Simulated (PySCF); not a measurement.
# AgF5 ([AgF5]2-): the cost of one run

Computed with PySCF 2.14.0 and routines of our own; the level stands in each step. Atoms count from 0.

## Step 1: The starting structure

6 atoms, charge -2, states of the metal's open shell are computed; geometry from: model geometry, bond lengths from ionic radii.

## Step 2: Ligand-field states: state-averaged CASSCF in water

The job: settings as JSON, then the geometry in Å.

```
{"job": {"kind": "lf", "basis": {"metal": "x2c-TZVPall", "ligand": "x2c-SVPall"}, "nevpt": true, "solvent": "water"}, "charge": -2, "metal": "Ag", "open_shell": "d8"}
Ag     0.000000     0.000000     0.000000
F      0.000000     0.000000     1.990000
F      1.959767     0.000000    -0.345560
F     -1.959767     0.000000    -0.345560
F      0.000000     1.959767    -0.345560
F     -0.000000    -1.959767    -0.345560
```

With the program's defaults for keys left out, this is: state-averaged CASSCF of the metal d shell, SC-NEVPT2 on the averaged canonical orbitals, state-interaction spin-orbit coupling.

Started as:

```
$ OMP_NUM_THREADS=1 python lf_run.py task.json out
```

The driver reads the jobs from task.json and runs them one after another.

Q: Estimate the wall time and peak memory of this first job on 1 thread of Intel Xeon Platinum 8375C at 2.90GHz, shared host.

About 12 s, with a peak of 0.33 GiB.
